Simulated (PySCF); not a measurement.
# SnClF3: geometry, NMR shifts and electronic excitations

What NMR shifts and electronic excitations should SnClF3 (`[F][Sn]([F])([F])[Cl]`) show?

The runs use PySCF 2.14.0, with density-fitted response routines of our own; the level of theory stands in each step. All values are computed, except where a source is named. Atoms are numbered from 0 throughout.

### Step 1. The starting structure

5 atoms, charge 0, multiplicity 1; geometry from: GFN2-xTB.

Bonds of the start (Å): Sn0–Cl1 2.25, Sn0–F2 1.95, Sn0–F3 1.95, Sn0–F4 1.95.

### Step 2. Optimising the geometry at PBE0-D3(BJ)/def2-SVP

The job: settings as JSON, then the geometry in Å.

```
{"job": {"xc": "PBE0", "basis": "def2-SVP", "d3": "d3bj", "grid": 1, "maxiter": 40, "kind": "geom"}, "charge": 0, "multiplicity": 1}
Sn     0.000130    -0.000090     0.015960
Cl     0.012080    -0.019550     2.269900
F      1.782510     0.010420    -0.772290
F     -0.901770     1.552840    -0.743670
F     -0.892950    -1.543620    -0.769910
```

Command:

```
$ OMP_NUM_THREADS=1 python probes_run.py task.json out
```

The driver reads the jobs from task.json and runs them one after another.

Output:

```text
step   0  E = -973.31932718  max force = 0.042610
step   1  E = -973.32169246  max force = 0.012004
step   2  E = -973.32250442  max force = 0.002851
step   3  E = -973.32256319  max force = 0.001825
step   4  E = -973.32258842  max force = 0.000567
step   5  E = -973.32260552  max force = 0.001042
step   6  E = -973.32276798  max force = 0.003018
step   7  E = -973.32278720  max force = 0.001532
step   8  E = -973.32281225  max force = 0.000158
step   9  E = -973.32280729  max force = 0.000182
step  10  E = -973.32281162  max force = 0.000123
optimisation converged
```

Wall time 25 s (1 thread, shared host).

Step by step:

```tsv
step	energy from step 0 (eV)	largest force component (eV/Å)
0	0.0000	2.1911
1	-0.0644	0.6173
2	-0.0865	0.1466
3	-0.0881	0.0938
4	-0.0887	0.0292
5	-0.0892	0.0536
6	-0.0936	0.1552
7	-0.0942	0.0788
8	-0.0948	0.0081
9	-0.0947	0.0094
10	-0.0948	0.0063
```

Close pairs (by a distance rule), those that changed most:

```tsv
bond	before (Å)	after (Å)	change (Å)
Sn0–F3	1.950	1.907	-0.042
Sn0–F2	1.949	1.907	-0.042
Sn0–F4	1.949	1.907	-0.041
Sn0–Cl1	2.254	2.293	+0.039
```

The next job starts from the end point, and lists it.

```tsv
at the end point	value
point group (found at 0.08 Å tolerance)	C3v
rotational constants (GHz, main isotopes)	2.813, 1.722, 1.720
dipole moment (D)	1.40
```

### Step 3. Shielding tensors: PBE0/def2-TZVP+pcSseg-1

The job: settings as JSON, then the geometry in Å.

```
{"job": {"kind": "nmr", "xc": "PBE0", "basis": {"default": "pcSseg-1", "Sn": "def2-TZVP"}}, "charge": 0, "multiplicity": 1}
Sn     0.004354     0.001147    -0.040213
Cl    -0.278309    -0.042107     2.235124
F      1.853477    -0.007916    -0.507764
F     -0.773062     1.560829    -0.815788
F     -0.806460    -1.511953    -0.871369
```

With the program's defaults for keys left out, this is: GIAO PBE0/pcSseg-1 Sn:def2-TZVP NMR shielding, scalar relativity only through core potentials, gas phase.

Output:

```text
coarse grid: 30248 points
cycle   1  E = -972.5643059537  dE = -3.564e+01  |g| = 2.479e+00  |ddm| = 3.138e+01
cycle   2  E = -972.4823614464  dE =  8.194e-02  |g| = 2.826e+00  |ddm| = 6.590e+00
cycle   3  E = -973.6958660527  dE = -1.214e+00  |g| = 1.812e-01  |ddm| = 2.420e+00
cycle   4  E = -973.6975449504  dE = -1.679e-03  |g| = 1.769e-01  |ddm| = 2.448e-01
cycle   5  E = -973.7020303567  dE = -4.485e-03  |g| = 2.914e-02  |ddm| = 1.170e-01
cycle   6  E = -973.7021560826  dE = -1.257e-04  |g| = 3.022e-03  |ddm| = 2.979e-02
cycle   7  E = -973.7021576078  dE = -1.525e-06  |g| = 7.154e-04  |ddm| = 2.753e-03
final grid: 60608 points
cycle   8  E = -973.7019901733  dE = -4.096e-07  |g| = 6.595e-04  |ddm| = 1.675e-03
cycle   9  E = -973.7019901577  dE =  1.562e-08  |g| = 7.251e-04  |ddm| = 1.407e-03
cycle  10  E = -973.7019902722  dE = -1.145e-07  |g| = 1.587e-04  |ddm| = 8.143e-04
cycle  11  E = -973.7019902759  dE = -3.720e-09  |g| = 2.871e-05  |ddm| = 1.145e-04
cycle  12  E = -973.7019902760  dE = -1.287e-10  |g| = 9.866e-06  |ddm| = 3.089e-05
converged SCF energy = -973.7019902760

GIAO shielding tensors (ppm)
atom      isotropic    diamagn.    paramagn.     s11        s22        s33       span
  0 Sn         nan         nan         nan        nan        nan        nan        nan
  1 Cl     898.828    1146.787    -247.959    797.380    798.240   1100.864    303.484
  2 F      317.345     471.954    -154.609    253.195    260.125    438.715    185.520
  3 F      317.516     471.950    -154.434    252.948    260.730    438.869    185.921
  4 F      317.455     471.952    -154.497    253.161    260.441    438.763    185.603
```

It took 7.6 s on 1 thread, shared host.

The references, computed at this level on geometries of the same kind, shield at (ppm): ¹⁹F CFCl3 177.2, ³⁵Cl HCl 943. Their shielding less the atom's gives the shift. The references are single molecules in the gas phase, so shifts against H2O, NH3, PH3, H3PO4 or CFCl3 are not on the usual liquid scales and can be off by tens of ppm. Atoms listed in one row are averaged.

```tsv
atoms	environment	σ (ppm)	δ (ppm)
Cl1	chlorine bonded to Sn	899	44
F2, F3, F4	fluorine bonded to Sn	317.4	-140.2
```

Atoms past Kr carry core potentials, so their printed shieldings have no meaning and are left out of the table.

Charges from the same density, by scheme (e):

```tsv
atoms	Mulliken	ESP fit
Sn0	1.44	0.97
Cl1	-0.18	-0.13
F2, F3, F4	-0.42	-0.28
```

Mayer bond orders: Sn0–Cl1 1.09, Sn0–F2 0.91, Sn0–F3 0.91, Sn0–F4 0.91.

With diffuse functions Mulliken charges and Mayer bond orders lose their meaning; the other schemes are steadier.

Orbitals, density, ELF and potential are computed afterwards from the orbital file.

Frontier orbitals at PBE0/def2-TZVP+pcSseg-1, with the share of their density that lies nearest to each atom:

```tsv
orbital	energy (eV)	lies on
HOMO	-10.67	Cl1 94 %
LUMO	-3.82	Sn0 38 %; Cl1 21 %; F2, F3, F4 about 14 % each
```

ELF in a plane through or near 2 of the atoms.

Values, 10 rows by 14 columns:
```
0.00 0.00 0.00 0.00 0.00 0.00 0.00 0.00 0.00 0.00 0.00 0.00 0.00 0.00
0.00 0.00 0.00 0.00 0.00 0.00 0.00 0.00 0.00 0.00 0.00 0.00 0.00 0.00
0.00 0.00 0.00 0.00 0.00 0.04 0.09 0.01 0.00 0.00 0.01 0.00 0.00 0.00
0.00 0.00 0.00 0.00 0.05 0.24 0.30 0.10 0.04 0.34 0.55 0.34 0.04 0.00
0.00 0.00 0.00 0.00 0.02 0.10 0.17 0.40 0.24 0.80 0.84 0.81 0.21 0.00
0.00 0.00 0.00 0.00 0.01 0.09 0.59 0.63 0.19 0.66 0.43 0.83 0.27 0.01
0.00 0.00 0.00 0.00 0.19 0.52 0.60 0.20 0.13 0.60 0.83 0.62 0.13 0.00
0.00 0.00 0.00 0.00 0.23 0.65 0.80 0.43 0.01 0.07 0.17 0.06 0.00 0.00
0.00 0.00 0.00 0.00 0.01 0.10 0.19 0.07 0.00 0.00 0.00 0.00 0.00 0.00
0.00 0.00 0.00 0.00 0.00 0.00 0.00 0.00 0.00 0.00 0.00 0.00 0.00 0.00
```
The map spans 9.7 Å across and 8.5 Å up, centred on the molecule. Atoms in the plane (x, y in Å): Sn0 (0.0, 0.0), Cl1 (2.3, 0.0).

log10 of the density (e/Å³) in the same plane.

Ten even steps from ' ' (-4.0) to '@' (1.4):
```
                                                        
                                                        
                                                        
                  ....::::....                          
                ..::----------::::::::::::::....        
              ..----====++====----------------::..      
            ..::--==++++++++++================--::::    
            ..::--==++********++++++++******++==--::..  
            ..::--==++**##%%%%******########**++==--::  
            ..::--==++##%%@@@@%%######%%@@%%##**==--::..
            ..::--==++##%%@@@@%%######%%@@%%##**==--::..
            ..::==++++**##%%##******########**++==--::  
            ..--==++**####****++++++++******++==--::..  
            ..--==++**######**++==============--::::    
            ..::==++**####**++==--------------::..      
              ::--==++++**++==--::::::::::......        
                ::--========--::..                      
                  ..::::::::..                          
                                                        
                                                        
```
The map spans 9.7 Å across and 8.5 Å up, centred on the molecule. Atoms in the plane (x, y in Å): Sn0 (0.0, 0.0), Cl1 (2.3, 0.0).

On the surface of density 0.002 e/bohr³ the electrostatic potential runs, from the 1st to the 99th percentile, from -0.71 V near F3 to 3.24 V near Sn0.

### Step 4. TDDFT and polarisability: PBE0/def2-SVPD

The job: settings as JSON, then the geometry in Å.

```
{"job": {"kind": "uv", "xc": "PBE0", "basis": "def2-SVPD", "ip": true, "nstates": 10}, "charge": 0, "multiplicity": 1}
Sn     0.004354     0.001147    -0.040213
Cl    -0.278309    -0.042107     2.235124
F      1.853477    -0.007916    -0.507764
F     -0.773062     1.560829    -0.815788
F     -0.806460    -1.511953    -0.871369
```

Method: TDDFT PBE0/def2-SVPD, vertical, gas phase, core orbitals frozen in the response.

Output:

```text
coarse grid: 30248 points
cycle   1  E = -971.8687925442  dE = -2.182e+01  |g| = 2.622e+00  |ddm| = 9.955e+00
cycle   2  E = -971.9230589395  dE = -5.427e-02  |g| = 2.674e+00  |ddm| = 9.072e+00
cycle   3  E = -973.3581244081  dE = -1.435e+00  |g| = 9.780e-02  |ddm| = 2.858e+00
cycle   4  E = -973.3608326347  dE = -2.708e-03  |g| = 5.082e-02  |ddm| = 2.368e-01
cycle   5  E = -973.3612990237  dE = -4.664e-04  |g| = 3.194e-02  |ddm| = 8.657e-02
cycle   6  E = -973.3614781641  dE = -1.791e-04  |g| = 8.237e-03  |ddm| = 3.291e-02
cycle   7  E = -973.3614897376  dE = -1.157e-05  |g| = 8.755e-04  |ddm| = 6.638e-03
cycle   8  E = -973.3614899240  dE = -1.864e-07  |g| = 2.868e-04  |ddm| = 1.821e-03
final grid: 60608 points
cycle   9  E = -973.3611768084  dE = -2.025e-07  |g| = 4.495e-04  |ddm| = 1.383e-03
cycle  10  E = -973.3611767514  dE =  5.703e-08  |g| = 7.138e-04  |ddm| = 1.072e-03
cycle  11  E = -973.3611768502  dE = -9.876e-08  |g| = 8.179e-05  |ddm| = 6.262e-04
cycle  12  E = -973.3611768515  dE = -1.286e-09  |g| = 2.089e-05  |ddm| = 1.010e-04
cycle  13  E = -973.3611768516  dE = -1.057e-10  |g| = 2.112e-06  |ddm| = 2.863e-05
converged SCF energy = -973.3611768516

Static polarisability (au): isotropic 47.906, principal 43.466 43.484 56.767

Singlet excitations
state   eV       nm        f      main configurations
  1   5.2845    234.6   0.01034   H->L 0.99
  2   5.2854    234.6   0.01035   H-1->L 0.99
  3   6.5188    190.2   0.00000   H-3->L 0.98
  4   6.6632    186.1   0.00903   H-4->L 0.69, H-6->L 0.26
  5   6.6647    186.0   0.00910   H-5->L 0.69, H-7->L 0.25
  6   6.7917    182.6   0.16536   H-2->L 0.84, H-8->L 0.13
  7   6.8611    180.7   0.03651   H-6->L 0.44, H-7->L 0.26, H-5->L 0.18
  8   6.8616    180.7   0.03651   H-7->L 0.44, H-6->L 0.26, H-4->L 0.18
  9   8.0836    153.4   0.08714   H-8->L 0.77, H-2->L 0.08
 10   8.5819    144.5   0.07400   H-9->L 0.85

Triplet excitations (Tamm-Dancoff, eV): 4.8230 4.8239 5.7557 6.1350
Vertical ionisation energy (delta-SCF) = 13.3237 eV
Vertical electron affinity (delta-SCF) = 1.8988 eV
```

It took 27 s on 1 thread, shared host.

The orbitals next to the gap, with their largest atomic shares:

```tsv
orbital	eV	atoms
HOMO−3	-12.23	F3 34 %, F2 34 %, F4 33 %
HOMO−2	-11.94	Cl1 38 %, F2 18 %, F4 18 %
HOMO−1	-10.76	Cl1 91 %, Sn0 5 %
HOMO	-10.76	Cl1 91 %, Sn0 5 %
LUMO	-3.95	Sn0 33 %, Cl1 26 %, F3 14 %
LUMO+1	-0.19	Sn0 45 %, Cl1 23 %, F2 11 %
LUMO+2	-0.19	Sn0 45 %, Cl1 23 %, F3 11 %
```

With each of the 10 states as a Gaussian band of 0.4 eV half-width at 1/e, the curve within the window shown has maxima at 235 nm (ε 840), 183 nm (ε 10,000), 151 nm (ε 4,500) L/(mol cm). Beyond the last state computed it falls off for lack of states. The curve at chosen wavelengths:

```json
{"nm": "140", "ε (L/mol/cm)": "1773"}
{"nm": "145", "ε (L/mol/cm)": "3776"}
{"nm": "150", "ε (L/mol/cm)": "4464"}
{"nm": "155", "ε (L/mol/cm)": "3858"}
{"nm": "160", "ε (L/mol/cm)": "1982"}
{"nm": "165", "ε (L/mol/cm)": "932"}
{"nm": "170", "ε (L/mol/cm)": "2218"}
{"nm": "175", "ε (L/mol/cm)": "5970"}
{"nm": "180", "ε (L/mol/cm)": "9628"}
{"nm": "185", "ε (L/mol/cm)": "9779"}
{"nm": "190", "ε (L/mol/cm)": "6714"}
{"nm": "195", "ε (L/mol/cm)": "3311"}
{"nm": "200", "ε (L/mol/cm)": "1239"}
{"nm": "205", "ε (L/mol/cm)": "384"}
{"nm": "210", "ε (L/mol/cm)": "158"}
{"nm": "215", "ε (L/mol/cm)": "202"}
{"nm": "220", "ε (L/mol/cm)": "374"}
{"nm": "225", "ε (L/mol/cm)": "593"}
{"nm": "230", "ε (L/mol/cm)": "771"}
{"nm": "235", "ε (L/mol/cm)": "838"}
{"nm": "240", "ε (L/mol/cm)": "777"}
{"nm": "245", "ε (L/mol/cm)": "626"}
{"nm": "250", "ε (L/mol/cm)": "446"}
{"nm": "255", "ε (L/mol/cm)": "285"}
{"nm": "260", "ε (L/mol/cm)": "166"}
{"nm": "265", "ε (L/mol/cm)": "89"}
```

Leading natural transition orbitals of singlet state 6: the hole lies on F2, F3, F4 about 28 % each; Cl1 15 %; the particle on Sn0 37 %; Cl1 19 %; F2, F3, F4 about 15 % each.

Leading natural transition orbitals of singlet state 1: the hole lies on Cl1 94 %; the particle on Sn0 37 %; Cl1 24 %; F2, F3, F4 about 13 % each.

Further results of this job:

```tsv
property	computed
dipole moment (D)	1.57
polarisability (Å³)	7.10
HOMO–LUMO gap (eV)	6.80
−ε(HOMO) (eV)	10.76
```

### Step 5. Shielding tensors: KT2/def2-TZVP+pcSseg-1

The job: settings as JSON, then the geometry in Å.

```
{"job": {"kind": "nmr", "xc": "KT2", "basis": {"default": "pcSseg-1", "Sn": "def2-TZVP"}, "pop": false}, "charge": 0, "multiplicity": 1}
Sn     0.004354     0.001147    -0.040213
Cl    -0.278309    -0.042107     2.235124
F      1.853477    -0.007916    -0.507764
F     -0.773062     1.560829    -0.815788
F     -0.806460    -1.511953    -0.871369
```

Method: GIAO KT2/pcSseg-1 Sn:def2-TZVP NMR shielding, scalar relativity only through core potentials, gas phase.

Output:

```text
coarse grid: 30248 points
cycle   1  E = -980.8848940352  dE = -3.477e+01  |g| = 2.924e+00  |ddm| = 3.053e+01
cycle   2  E = -979.0884323350  dE =  1.796e+00  |g| = 4.765e+00  |ddm| = 8.901e+00
cycle   3  E = -982.5246004724  dE = -3.436e+00  |g| = 4.935e-01  |ddm| = 4.264e+00
cycle   4  E = -982.5554193152  dE = -3.082e-02  |g| = 3.875e-01  |ddm| = 1.248e+00
cycle   5  E = -982.5996586458  dE = -4.424e-02  |g| = 4.728e-02  |ddm| = 5.362e-01
cycle   6  E = -982.5998525496  dE = -1.939e-04  |g| = 3.874e-02  |ddm| = 8.272e-02
cycle   7  E = -982.6001221337  dE = -2.696e-04  |g| = 1.201e-02  |ddm| = 3.682e-02
cycle   8  E = -982.6001422763  dE = -2.014e-05  |g| = 2.361e-03  |ddm| = 9.290e-03
cycle   9  E = -982.6001433451  dE = -1.069e-06  |g| = 8.193e-04  |ddm| = 2.535e-03
final grid: 60608 points
cycle  10  E = -982.5997326604  dE = -3.417e-07  |g| = 2.439e-03  |ddm| = 2.797e-03
cycle  11  E = -982.5997267294  dE =  5.931e-06  |g| = 6.388e-03  |ddm| = 5.631e-03
cycle  12  E = -982.5997336588  dE = -6.929e-06  |g| = 2.346e-04  |ddm| = 4.143e-03
cycle  13  E = -982.5997336662  dE = -7.479e-09  |g| = 1.142e-04  |ddm| = 2.570e-04
cycle  14  E = -982.5997336684  dE = -2.147e-09  |g| = 2.465e-05  |ddm| = 1.225e-04
cycle  15  E = -982.5997336685  dE = -9.663e-11  |g| = 1.040e-05  |ddm| = 3.172e-05
converged SCF energy = -982.5997336685

GIAO shielding tensors (ppm)
atom      isotropic    diamagn.    paramagn.     s11        s22        s33       span
  0 Sn         nan         nan         nan        nan        nan        nan        nan
  1 Cl     841.093    1149.205    -308.111    715.371    716.265   1091.644    376.273
  2 F      268.735     473.385    -204.650    188.152    191.102    426.951    238.800
  3 F      268.881     473.379    -204.497    187.791    191.715    427.138    239.347
  4 F      268.845     473.381    -204.537    188.079    191.448    427.006    238.928
```

Run time: 7.9 s. Hardware: 1 thread, shared host.

This run: δ Cl1 102, F2 -130.2 ppm (means over like atoms).

### Step 6. Comparing the runs: NMR shifts

Shifts (ppm), means over like atoms, with basis size and wall time:

```tsv
run	Cl1	F2	functions	time
PBE0/def2-TZVP+pcSseg-1	44	-140.2	125	7.6 s
KT2/def2-TZVP+pcSseg-1	102	-130.2	125	7.9 s
```

### Step 7. Outcome

| quantity | value |
| --- | --- |
| point group | C3v |
| rotational constants (main isotopes) | 2.81, 1.72, 1.72 GHz |
| ³⁵Cl shifts against HCl (PBE0/def2-TZVP+pcSseg-1) | 44 ppm |
| ¹⁹F shifts against CFCl3 (PBE0/def2-TZVP+pcSseg-1, means over atoms taken as alike) | -140.2 ppm |
| surface potential, 1st and 99th percentile | -0.71 V and 3.24 V |
| lowest singlet (PBE0/def2-SVPD) | 5.28 eV (235 nm), f = 0.010 |
| brightest single state of those computed | state 6, 6.79 eV, f = 0.165 |
| lowest triplet | 4.82 eV |
| vertical ionisation energy (ΔSCF) | 13.32 eV |
| vertical electron affinity (ΔSCF) | 1.90 eV |
| range of the shift of Cl1 | 44 to 102 ppm |

In words: Relaxing lowered the energy by 0.095 eV in 10 steps; the close pair that moved most is Sn0–F3, from 1.950 to 1.907 Å. At PBE0/def2-TZVP+pcSseg-1: Shielding is most anisotropic at Cl1 (span 303 ppm, paramagnetic term -248 ppm). The first singlet state (HOMO→LUMO 0.99) lies at 5.28 eV and is weak; of the 10 states computed, the strongest absorption comes from state 6 at 6.79 eV (the last state computed is bright too, and its partners may lie past the list). The lowest triplet lies 0.46 eV below the lowest singlet (triplets in Tamm-Dancoff, singlets in full TDDFT). Spin-orbit coupling, left out, mixes singlets and triplets in elements this heavy. The orbital energy would give 10.76 eV for ionisation, ΔSCF gives 13.32 eV. In ppm, Cl1 moves most: its shift spreads over 57 ppm, from 44 (PBE0/def2-TZVP+pcSseg-1) to 102 (KT2/def2-TZVP+pcSseg-1). Spin-orbit coupling is left out, which matters for shieldings and couplings at and beside the heavy atoms.
